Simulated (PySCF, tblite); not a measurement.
# C₄H₈BNSi: geometry, infrared bands and NMR shifts

What infrared bands and NMR shifts should C₄H₈BNSi (`[BH3-][N+]#CC[SiH2]C#C`) show?

Computed with tblite 0.8.0 and PySCF 2.14.0, with density-fitted response routines of our own, on a single molecule in the gas phase. Atoms are numbered from 0 throughout.

## Step 1: The molecule as given

15 atoms, charge 0, multiplicity 1; geometry from: force field or distance geometry start.

Bonds of the start (Å): B0–N1 1.47, N1–C2 1.17, C2–C3 1.45, C3–Si4 1.87, Si4–C5 1.82, C5–C6 1.21, B0–H7 1.20, B0–H8 1.19, B0–H9 1.19, C3–H10 1.11, C3–H11 1.12, Si4–H12 1.47, Si4–H13 1.47, C6–H14 1.06.

## Step 2: Relaxing the molecule with GFN2-xTB

What the job is given:

```
{"job": {"kind": "relax", "xc": "GFN2-xTB", "basis": "xTB"}, "charge": 0, "multiplicity": 1}
B     -2.646900     1.432900     0.294400
N     -1.682200     0.325200     0.210900
C     -0.904100    -0.550000     0.166100
C      0.054300    -1.633600     0.080500
Si     1.716300    -1.055300     0.714500
C      2.314000     0.300600    -0.345300
C      2.716300     1.203800    -1.043400
H     -3.179400     1.432900     1.366200
H     -3.471500     1.298400    -0.556200
H     -2.092800     2.470800     0.145500
H      0.147600    -1.982200    -0.964500
H     -0.297800    -2.488200     0.720400
H      1.581900    -0.577900     2.102900
H      2.679600    -2.168600     0.657000
H      3.060300     1.999300    -1.649900
```

On the command line:

```bash
> OMP_NUM_THREADS=1 python probes_run.py task.json out
```

One launch serves the whole session: the jobs run in the order shown.

**Question.** This job is followed by: GFN2-xTB harmonic vibrations, gas phase; GIAO PBE0/pcSseg-1 NMR shielding, non-relativistic, gas phase. What will the session give for the following? strongest single infrared mode (GFN2-xTB); zero-point energy (GFN2-xTB); 13C shifts against TMS (PBE0/pcSseg-1); 1H shifts against TMS (PBE0/pcSseg-1, means over atoms taken as alike); 11B shifts against BF3·OEt2 (PBE0/pcSseg-1); 15N shifts against NH3 (PBE0/pcSseg-1); 29Si shifts against TMS (PBE0/pcSseg-1).

The runs gave:

```
                                                              quantity                        value
                             strongest single infrared mode (GFN2-xTB)        2244 cm⁻¹, 335 km/mol
                                          zero-point energy (GFN2-xTB)                62.9 kcal/mol
                                13C shifts against TMS (PBE0/pcSseg-1)  114.5, 109.9, 81.5, 2.1 ppm
1H shifts against TMS (PBE0/pcSseg-1, means over atoms taken as alike)   4.66, 2.25, 2.01, 1.91 ppm
                           11B shifts against BF3·OEt2 (PBE0/pcSseg-1)                    -42.9 ppm
                                15N shifts against NH3 (PBE0/pcSseg-1)                    234.2 ppm
                               29Si shifts against TMS (PBE0/pcSseg-1)                    -65.6 ppm
```

**Reading.** Relaxing lowered the energy by 0.171 eV in 54 steps; the close pair that moved most is C3–Si4, from 1.870 to 1.935 Å. No mode is imaginary among the 39: a minimum at this level. The strongest single mode, at 2244 cm⁻¹, moves mainly H13. GFN2-xTB is a fitted tight-binding method: band positions and strengths are rough. Its intensities can rank the bands wrongly. At PBE0/pcSseg-1: Shielding is most anisotropic at N1 (span 448 ppm, paramagnetic term -298 ppm).
